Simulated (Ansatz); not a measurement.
# CH4FMoNO2: small, medium and large basis sets

One table from this session's results is given with a row withheld; the runs are named, their logs left out.

Computed with Ansatz 0.2.0, Gaussian basis. Level: one geometry, several basis sets.

Plan: PBE0-D4/def2-SVP; ωB97M-V/def2-SVP; PBE0-D4/def2-QZVPP; ωB97M-V/def2-QZVPP; the functionals' def2-TZVPP values are taken from earlier runs.

## The geometry

An earlier PBE0-D4 in a triple-zeta def2 set relaxation fixed the geometry. Mo takes the def2 core potential; no spin-orbit term is included.

SMILES `C[N]=[Mo](=[O])([OH])[F]`, 10 atoms, charge 0, spin multiplicity 1.

Atoms are counted from 1 here; the program's logs count them from 0.

Bond lengths: C1–N2 1.420 Å, C1–H7 1.096 Å, C1–H8 1.094 Å, C1–H9 1.095 Å, N2–Mo3 1.718 Å, Mo3–O4 1.676 Å, Mo3–O5 1.877 Å, Mo3–F6 1.863 Å, O5–H10 0.959 Å. Angles: N2–C1–H7 111.3°, N2–C1–H8 109.9°, N2–C1–H9 109.9°, H7–C1–H8 109.0°, H7–C1–H9 108.9°, H8–C1–H9 107.8°, C1–N2–Mo3 150.8°, N2–Mo3–O4 106.8°, N2–Mo3–O5 108.3°, N2–Mo3–F6 108.0°, O4–Mo3–O5 110.1°, O4–Mo3–F6 111.4°, O5–Mo3–F6 112.0°, Mo3–O5–H10 123.4°.

Set-up of the first run:

The input, in.yaml:

```yaml
crystal:
  periodic: [false, false, false]
  atoms:
    - {symbol: C, position_ang: [-1.218873, -0.832699, -0.947866]}
    - {symbol: N, position_ang: [-0.473146, 0.073728, -0.148973]}
    - {symbol: Mo, position_ang: [0.739904, 0.388344, 1.025890]}
    - {symbol: O, position_ang: [1.421035, -1.089025, 1.428491]}
    - {symbol: O, position_ang: [2.035230, 1.505992, 0.252836]}
    - {symbol: F, position_ang: [-0.077940, 1.184631, 2.497721]}
    - {symbol: H, position_ang: [-0.867632, -1.862365, -0.815675]}
    - {symbol: H, position_ang: [-2.278579, -0.780391, -0.679405]}
    - {symbol: H, position_ang: [-1.127462, -0.560467, -2.004231]}
    - {symbol: H, position_ang: [1.930560, 1.921050, -0.605888]}
basis:
  gaussian: {orbitals: def2-SVP}
hamiltonian: {xc: pbe0, dispersion: d4}
output: {orbitals: {seedname: orbitals}}
```

Launch:

```
$ ansatz run in.yaml --threads 2 --pin off --events-out ev --progress --plain --max-ram 32768MiB --backend cpu
```

Steps of the session up to this table: PBE0-D4 in def2-SVP; ωB97M-V in def2-SVP; PBE0-D4 in def2-QZVPP; ωB97M-V in def2-QZVPP.

One of the session's tables, all rows but one given; the rest of the session is left out.

It belongs to the step «Density functionals: the series». 

| functional | basis | HOMO (eV) | LUMO (eV) |
| --- | --- | --- | --- |
| PBE0-D4 | def2-SVP | -7.96 | -1.76 |
| PBE0-D4 | def2-TZVPP | -7.98 | -1.80 |
| PBE0-D4 | def2-QZVPP | -8.00 | -1.82 |
| ωB97M-V | def2-SVP | -10.21 | 0.39 |
| ωB97M-V | def2-TZVPP | -10.24 | 0.32 |
| ωB97M-V | def2-QZVPP | ? | ? |

Estimate the missing values for ωB97M-V, def2-QZVPP.

The run gave: HOMO (eV): -10.26; LUMO (eV): 0.22. In the column «HOMO (eV)» it is the lowest.
